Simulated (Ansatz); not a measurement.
**BGeH3Cl2 (SMILES Cl[B](Cl)[GeH3]) at 6 levels**

Aim: a comparison of 6 runs (HF/STO-3G, HF/3-21G, HF/cc-pVDZ, B3LYP/cc-pVDZ, wB97M-V/cc-pVDZ, RPA@PBE0/cc-pVDZ) of BGeH3Cl2. 

The calculation is run with Ansatz 0.2.0.

72 further runs of the same task are left out: 72 set aside as unsound or not needed.

### Step 1. Starting point

The species is BGeH3Cl2 (7 atoms), meant as a singlet with charge 0. As SMILES, `Cl[B](Cl)[GeH3]`. The B2–Cl3 distance was set to 3.138 Å, away from the relaxed value. At this shape a bond of the SMILES string is far longer than usual.

Bond lengths: Cl1–B2 1.741 Å, B2–Ge4 2.068 Å, Ge4–H5 1.538 Å, Ge4–H6 1.538 Å, Ge4–H7 1.535 Å. Angles: Cl1–B2–Ge4 121.7°, B2–Ge4–H5 109.4°, B2–Ge4–H6 109.3°, B2–Ge4–H7 111.8°, H5–Ge4–H6 107.9°, H5–Ge4–H7 109.2°, H6–Ge4–H7 109.2°. A long bond or contact: B2–Cl3 3.138 Å.

### Step 2. The energy at HF/STO-3G (run 1)

The input, molecule.yaml:

```yaml
crystal:
  periodic: [false, false, false]
  atoms:
    - symbol: Cl
      position_ang: [2.780570, -0.492253, 1.134138]
    - symbol: B
      position_ang: [1.237470, -0.085953, 0.436938]
    - symbol: Cl
      position_ang: [-1.082400, -2.191800, 0.604700]
    - symbol: Ge
      position_ang: [0.907970, 1.734447, -0.486762]
    - symbol: H
      position_ang: [0.474870, 1.496547, -1.942862]
    - symbol: H
      position_ang: [-0.235030, 2.470247, 0.232138]
    - symbol: H
      position_ang: [2.164370, 2.616447, -0.471262]
basis:
  gaussian:
    orbitals: STO-3G
hamiltonian:
  xc: hf
accuracy: high
output: {orbitals: {seedname: orbitals}}
```

Command:

```
ansatz run molecule.yaml --threads 1 --pin off --max-ram 3480MiB --events-out events.jsonl --progress --plain --runs-dir runs
```

Output:

```text
Warning: RAYON_NUM_THREADS=1 ignored (pool sized by the plan → 1); use --threads N
Functional definition: HF
  name "HF"
  exchange = exact_x
  correlation = 0
734 factors; integrals over basis functions are off by at most 1.9e-8 eV
mean field evaluation 1: about -81273.1487 eV, gradient 2.4e1 eV
mean field evaluation 2: about -81273.1753 eV, gradient 2.3e1 eV
mean field evaluation 4: about -81277.5654 eV, gradient 3.3e0 eV
mean field evaluation 8: about -81277.6938 eV, gradient 9.2e-5 eV
mean field -81277.68578823 eV, -2986.8998607233 hartree, gradient 9.5e-8 eV, S^2 0.000000; 0 other end points of the search recorded, 0 dependent functions left out
reference -81277.68578823 eV, -2986.8998607233 hartree; 37, 37 occupied and 7, 7 virtual orbitals, 734 factors
Total energy: -81277.68578823 eV, -2986.8998607233 hartree
```

Wall time 0.62 s (1 thread of Arm Neoverse V1, shared host); peak memory 0.1 GiB.

### Step 3. The energy at HF/3-21G (run 2)

The input, job.yaml:

```yaml
crystal:
  periodic: [false, false, false]
  atoms:
    - symbol: Cl
      position_ang: [2.780570, -0.492253, 1.134138]
    - symbol: B
      position_ang: [1.237470, -0.085953, 0.436938]
    - symbol: Cl
      position_ang: [-1.082400, -2.191800, 0.604700]
    - symbol: Ge
      position_ang: [0.907970, 1.734447, -0.486762]
    - symbol: H
      position_ang: [0.474870, 1.496547, -1.942862]
    - symbol: H
      position_ang: [-0.235030, 2.470247, 0.232138]
    - symbol: H
      position_ang: [2.164370, 2.616447, -0.471262]
basis:
  gaussian:
    orbitals: 3-21G-spherical.json
hamiltonian:
  xc: hf
accuracy: high
output: {orbitals: {seedname: orbitals}}
```

The basis set 3-21G is read from a file made from the Basis Set Exchange's data (not shown).

Command:

```
ansatz run job.yaml --threads 1 --pin off --max-ram 3480MiB --events-out events.jsonl --progress --plain --runs-dir runs
```

Output:

```text
Warning: RAYON_NUM_THREADS=1 ignored (pool sized by the plan → 1); use --threads N
Functional definition: HF
  name "HF"
  exchange = exact_x
  correlation = 0
1242 factors; integrals over basis functions are off by at most 5.2e-9 eV
mean field evaluation 1: about -81797.0219 eV, gradient 2.7e1 eV
mean field evaluation 2: about -81797.1624 eV, gradient 2.7e1 eV
mean field evaluation 4: about -81800.6533 eV, gradient 2.8e0 eV
mean field evaluation 8: about -81800.7533 eV, gradient 1.1e-1 eV
mean field evaluation 16: about -81800.7534 eV, gradient 1.9e-8 eV
mean field -81800.75343568 eV, -3006.1222422191 hartree, gradient 1.9e-8 eV, S^2 0.000000; 0 other end points of the search recorded, 0 dependent functions left out
reference -81800.75343568 eV, -3006.1222422191 hartree; 37, 37 occupied and 26, 26 virtual orbitals, 1242 factors
Total energy: -81800.75343568 eV, -3006.1222422191 hartree
```

Run time: 1.3 s. Hardware: 1 thread of Arm Neoverse V1, shared host; peak memory 0.16 GiB.

Run 3 isn't shown in full; the table further down has it.

### Step 4. A single-point energy at B3LYP/cc-pVDZ (run 4)

The input, input.yaml:

```yaml
crystal:
  periodic: [false, false, false]
  atoms:
    - {symbol: Cl, position_ang: [2.780570, -0.492253, 1.134138]}
    - {symbol: B, position_ang: [1.237470, -0.085953, 0.436938]}
    - {symbol: Cl, position_ang: [-1.082400, -2.191800, 0.604700]}
    - {symbol: Ge, position_ang: [0.907970, 1.734447, -0.486762]}
    - {symbol: H, position_ang: [0.474870, 1.496547, -1.942862]}
    - {symbol: H, position_ang: [-0.235030, 2.470247, 0.232138]}
    - {symbol: H, position_ang: [2.164370, 2.616447, -0.471262]}
basis:
  gaussian: {orbitals: cc-pVDZ}
accuracy: high
output: {orbitals: {seedname: orbitals}}
hamiltonian: {xc: {name: B3LYP}}
```

Command:

```
ansatz run input.yaml --threads 1 --pin off --max-ram 3480MiB --events-out events.jsonl --progress --plain --runs-dir runs
```

Output:

```text
Warning: RAYON_NUM_THREADS=1 ignored (pool sized by the plan → 1); use --threads N
Functional definition: B3LYP
  name "B3LYP"
  parameter a0 = 0.2
  parameter ax = 0.72
  parameter ac = 0.81
  exchange = (1 - a0 - ax)*slater_x + ax*b88_x + a0*exact_x
  correlation = (1 - ac)*vwn_rpa_c + ac*lyp_c
2072 factors; integrals over basis functions are off by at most 4.6e-9 eV
mean field evaluation 1: about -82285.3638 eV, gradient 2.5e1 eV
mean field evaluation 2: about -82184.9166 eV, gradient 1.3e2 eV
mean field evaluation 4: about -82288.0787 eV, gradient 8.1e0 eV
mean field evaluation 8: about -82288.3976 eV, gradient 7.8e-1 eV
mean field evaluation 16: about -82288.4001 eV, gradient 1.2e-4 eV
mean field -82288.40010494 eV, -3024.0429267756 hartree, gradient 4.7e-8 eV, S^2 0.000000; 0 other end points of the search recorded, 0 dependent functions left out
reference -82288.40014997 eV, -3024.0429284306 hartree; 37, 37 occupied and 55, 55 virtual orbitals, 2072 factors
Total energy: -82288.40014997 eV, -3024.0429284306 hartree
```

Run time: 13 s. Hardware: 1 thread of Arm Neoverse V1, shared host; peak memory 0.37 GiB.

Run 5 isn't shown in full; the table further down has it.

### Step 5. A single-point energy at RPA@PBE0/cc-pVDZ (run 6)

input.yaml: that of step 4 with these lines changed.

```diff
@@ -1 +1,3 @@
+basis:
+  gaussian: {orbitals: cc-pVDZ}
 crystal:
@@ -10,6 +12,4 @@
     - {symbol: H, position_ang: [2.164370, 2.616447, -0.471262]}
-basis:
-  gaussian: {orbitals: cc-pVDZ}
+hamiltonian: {xc: pbe0}
+correlation: {method: rpa, frozen_orbitals: {B: 1, Cl: 5, Ge: 9, H: 0}}
 accuracy: high
-output: {orbitals: {seedname: orbitals}}
-hamiltonian: {xc: {name: B3LYP}}
```

Command:

```
ansatz run input.yaml --threads 1 --pin off --max-ram 3480MiB --events-out events.jsonl --progress --plain --runs-dir runs
```

Output, cut to the lines that bear on the results:

```text
Warning: RAYON_NUM_THREADS=1 ignored (pool sized by the plan → 1); use --threads N
Functional definition: PBE0
  name "PBE0"
[...]
2072 factors; integrals over basis functions are off by at most 4.6e-9 eV
[...]
mean field -82269.70792556 eV, -3023.3560018534 hartree, gradient 6.5e-8 eV, S^2 0.000000; 0 other end points of the search recorded, 0 dependent functions left out; unrestricted orbitals would lower it
unrestricted determinant -82197.79055664 eV, -3020.7130872931 hartree, S^2 0.8270
20 core orbitals not correlated: weight in the atoms' cores, before any rotation towards them, 1.000 or more for the frozen orbitals, at most 0.000 for the correlated occupied ones
reference -82196.29902045 eV, -3020.6582743488 hartree; 17, 17 occupied and 55, 55 virtual orbitals, 2072 factors
Total energy: -82216.48772779 eV, -3021.4001956595 hartree
```

Run time: 28 s. Hardware: 1 thread of Arm Neoverse V1, shared host; peak memory 0.54 GiB.

### Step 6. Overview of the runs

```
run             level  frozen core orbitals   energy (Eh)  HOMO energy (eV)  LUMO energy (eV)  HOMO–LUMO gap (eV)  wall time
  1         HF/STO-3G                     –  -2986.899861             -6.39              1.10                7.49     0.62 s
  2          HF/3-21G                     –  -3006.122242             -9.54             -1.24                8.31      1.3 s
  3        HF/cc-pVDZ                     –  -3020.689224             -9.38             -1.00                8.38      5.4 s
  4     B3LYP/cc-pVDZ                     –  -3024.042928             -6.67             -4.18                2.49       13 s
  5   wB97M-V/cc-pVDZ                     –  -3023.769363             -9.05             -2.18                6.88    1.9 min
  6  RPA@PBE0/cc-pVDZ                    20  -3021.400196                 –                 –                   –       28 s
```

### Step 7. What came out

| quantity | value |
| --- | --- |
| run 6: total energy | -3021.40020 Eh |
| run 6: RPA correlation energy (valence) | -741.9 mEh |

In words: Over runs 1, 2, 3, 4, 5 the HOMO–LUMO gap runs from 2.49 eV (B3LYP/cc-pVDZ) to 8.38 eV (HF/cc-pVDZ). Exact exchange widens orbital gaps. Totals of different functionals can't be ranked against each other. In run 6 the log says that unrestricted orbitals would lower the reference, so the values rest on an unstable closed-shell determinant (other closed-shell runs at this shape may share the fault). In run 1 the basis is minimal, so the values are rough. All runs together took 2.6 min, the longest 1.9 min.
